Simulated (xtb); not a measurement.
# C2H4SSi (SMILES S=C1C[SiH2]1): GFN2-xTB

Wanted: a structure relaxation of C2H4SSi. 

The results are computed with xtb 6.7.1.

1 further run of the same task is left out (set aside as unsound or not needed).

**1. The molecule**

C2H4SSi has 8 atoms, charge 0, and is taken as a singlet. As SMILES, `S=C1C[SiH2]1`. All atoms were displaced at random from a relaxed shape. The run starts from this shape.

Bond lengths: S1–C2 1.603 Å, C2–C3 1.415 Å, C2–Si4 1.917 Å, C3–Si4 1.834 Å, C3–H5 1.121 Å, C3–H6 1.102 Å, Si4–H7 1.418 Å, Si4–H8 1.425 Å. Some angles: S1–C2–C3 134.2°, S1–C2–Si4 154.4°, C3–C2–Si4 64.8°, C2–C3–Si4 71.0°, C2–Si4–C3 44.3°, C2–C3–H5 114.2°, C2–C3–H6 118.5°, Si4–C3–H5 120.4°, Si4–C3–H6 122.9°, C2–Si4–H7 113.1°.

**2. A geometry optimisation at GFN2-xTB**

Input file xtb.inp:

```
$opt
   hessian=old
$end
```

Input file struc.xyz:

```xyz
8
C2H4SSi
S     -1.75020     1.23638     1.39535
C     -0.77031     0.51291     0.35247
C      0.62857     0.52785     0.14026
Si    -0.07243    -0.99503    -0.60255
H      0.98570     1.36539    -0.51299
H      1.29357     0.51338     1.01886
H     -0.26022    -0.90108    -2.00451
H     -0.05230    -2.26594     0.04129
```

On the command line:

```console
xtb struc.xyz --opt tight -I xtb.inp --gfn2 -P 1 > struc.out 2> xtb.err
```

What values should one expect? Wanted: total energy at the end; dipole moment; HOMO energy; LUMO energy; HOMO–LUMO gap; dispersion energy; mean polarisability.

Computed results:

At GFN2-xTB:

| quantity | value |
| --- | --- |
| total energy at the end | -11.19694 Eh |
| dipole moment | 3.95 D |
| HOMO energy | -9.20 eV |
| LUMO energy | -8.15 eV |
| HOMO–LUMO gap | 1.05 eV |
| dispersion energy | -13.04 kJ/mol |
| mean polarisability (D4 model) | 66.7 bohr³ |

**Reading.** At the final geometry: Bond lengths: S1–C2 1.608 Å, C2–C3 1.491 Å, C2–Si4 1.877 Å, C3–Si4 1.907 Å, C3–H5 1.085 Å, C3–H6 1.085 Å, Si4–H7 1.449 Å, Si4–H8 1.449 Å. Some angles: S1–C2–C3 137.0°, S1–C2–Si4 154.5°, C3–C2–Si4 67.9°, C2–C3–Si4 65.7°, C2–Si4–C3 46.4°, C2–C3–H5 114.9°, C2–C3–H6 115.7°, Si4–C3–H5 119.1°, Si4–C3–H6 124.2°, C2–Si4–H7 118.4°. The optimisation took 13 steps and changed the energy by -0.247 eV. Mulliken charges run from -0.24 on S1 to +0.41 on Si4.
